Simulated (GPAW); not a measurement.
Crystal: PtSe.

```
Pt Se
1.0
     3.70187    0.00000    0.00000
    -1.85094    3.20591    0.00000
     0.00000    0.00000    3.61284
Pt Se
1 1
Direct
  0.00000 0.00000 0.00000
  0.66667 0.33333 0.50000
```

The cell comes from a database or a generator and needn't be the stable form of this composition.

Program: GPAW 26.7.0. Alike in all runs: task single point; no spin polarisation; cell as given; k mesh 8 × 8 × 7; cutoff (eV) 600; smearing fermi-dirac 0.05 eV.

Problem. Order these runs on this cell by their pressure, lowest first.
A. level RPBE; potentials or basis the program's PAW data sets (release 1.2.1) made for this functional, pw
B. level BLYP; potentials or basis PAW data sets generated in the run's folder for this functional, pw; eigensolver davidson
C. level r2SCAN; potentials or basis GPAW PAW data sets (gpaw-data 1.2.1), pw
D. level LDA; potentials or basis the program's PAW data sets (release 1.2.1) made for this functional, pw
E. level PBE; potentials or basis GPAW PAW data sets (gpaw-data 1.2.1), pw

Solution. D (-18.4 GPa), C (-13.2 GPa), E (-11.3 GPa), A (-9.0 GPa), B (-4.5 GPa).

Caveats: the PAW data sets were made with another functional, which shifts forces and pressure a little (some runs).
